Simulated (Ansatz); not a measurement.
# H3InNO radical: basis-set convergence

An exercise on one series of results from a longer session: the logs are not shown, and one member is left open.

Computed with Ansatz 0.2.0, Gaussian basis. Level: one geometry, several basis sets.

The runs, in order: PBE0-D4/def2-SVP; ωB97M-V/def2-SVP; PBE0-D4/def2-QZVPP; ωB97M-V/def2-QZVPP; the functionals' def2-TZVPP values are taken from earlier runs.

## The relaxed structure

The geometry comes from an earlier relaxation with PBE0-D4 in a triple-zeta def2 set; it is a stationary point. In takes the def2 core potential; no spin-orbit term is included.

6 atoms, charge 0, spin multiplicity 2.

Atoms are counted from 1 here; the program's logs count them from 0.

Bond lengths: N1–In2 2.069 Å, N1–H4 1.014 Å, N1–H5 1.016 Å, In2–O3 2.009 Å, O3–H6 0.960 Å. Angles: In2–N1–H4 113.5°, In2–N1–H5 111.0°, H4–N1–H5 107.4°, N1–In2–O3 111.2°, In2–O3–H6 114.3°.

The first run:

Contents of in.yaml:

```yaml
crystal:
  periodic: [false, false, false]
  atoms:
    - {symbol: N, position_ang: [-0.980418, -0.217813, -1.044409]}
    - {symbol: In, position_ang: [0.940941, -0.096723, -0.287382]}
    - {symbol: O, position_ang: [0.933036, -0.108067, 1.721666]}
    - {symbol: H, position_ang: [-1.044955, 0.034366, -2.024081]}
    - {symbol: H, position_ang: [-1.612183, 0.391572, -0.531923]}
    - {symbol: H, position_ang: [1.805579, -0.067234, 2.120028]}
basis:
  gaussian: {orbitals: def2-SVP}
magnetization: {spin_polarized: true, initial_magnetization: 1}
hamiltonian: {xc: pbe0, dispersion: d4}
output: {orbitals: {seedname: orbitals}}
```

Among the steps run: PBE0-D4 in def2-SVP; ωB97M-V in def2-SVP; PBE0-D4 in def2-QZVPP; ωB97M-V in def2-QZVPP.

One table of the session follows, with a row left open; its other results are not shown here.

It belongs to the step «Density functionals: the series». 

| functional | basis | HOMO (eV) | LUMO (eV) |
| --- | --- | --- | --- |
| PBE0-D4 | def2-SVP | -5.85 | -3.03 |
| PBE0-D4 | def2-TZVPP | -6.01 | -3.18 |
| PBE0-D4 | def2-QZVPP | -6.07 | -3.26 |
| ωB97M-V | def2-SVP | -7.90 | -1.36 |
| ωB97M-V | def2-TZVPP | -8.08 | -1.56 |
| ωB97M-V | def2-QZVPP | ? | ? |

Q: Estimate the row for ωB97M-V, def2-QZVPP from the others.

**Answer.** HOMO (eV): -8.14; LUMO (eV): -1.67. In the column «HOMO (eV)» it is the lowest.
